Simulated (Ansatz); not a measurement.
# W: the cost of one run

Program: Ansatz 0.2.0. Level of theory: DFT r2SCAN, scalar-relativistic, plane waves, PAW. These are calculated values, not measurements.

## (1) The starting structure

It takes space group P6/mmm (No. 191, hexagonal). The conventional cell has a = 2.715 Å, b = 2.715 Å, c = 2.537 Å, α = 90.00°, β = 90.00°, γ = 120.00°. Around W (site symmetry 6/mmm) lie 8 W at 2.54 to 2.71 Å.

Structure file:

```cif
data_structure
_symmetry_space_group_name_H-M 'P6/mmm'
_symmetry_Int_Tables_number 191
_cell_length_a 2.7149
_cell_length_b 2.7149
_cell_length_c 2.5368
_cell_angle_alpha 90.000
_cell_angle_beta 90.000
_cell_angle_gamma 120.000
_cell_volume 16.19
loop_
_atom_site_label
_atom_site_type_symbol
_atom_site_symmetry_multiplicity
_atom_site_Wyckoff_symbol
_atom_site_fract_x
_atom_site_fract_y
_atom_site_fract_z
_atom_site_occupancy
W1 W 1 a 0.00000 0.00000 0.00000 1
```

This is candidate A: simple hexagonal type (P6/mmm, No. 191).

(A quick probe on a coarse mesh, which set the mesh and smearing, is not shown.)

## (3) Rough relaxation on the coarse mesh (candidate A)

File input.yaml:

```yaml
crystal:
  lattice:
    - [2.7149412435, 0.0, 0.0]
    - [-1.3574706217, 2.3512080866, 0.0]
    - [0.0, 0.0, 2.5367732244]
  atoms:
    - { symbol: W, position: [0.0, 0.0, 0.0] }
basis:
  ecutwfc: 500
kpoints:
  mp_grid: { grid: [9, 9, 6] }
hamiltonian:
  xc: r2scan
scf:
  occupations: { method: gaussian, width: 0.1 }
  lower_state_search: "off"
output:
  forces: true
  stress: true
  eigenvalues: true
relax:
  adjacent_minimum: "off"
  f_tol: 0.04
  max_steps: 70
  cell: { stress_tol: 0.4 }
```

Q: Estimate wall time and peak memory on 1 thread of an x86-64 CPU, shared host.

About 4.2 s, with a peak of 0.39 GiB.
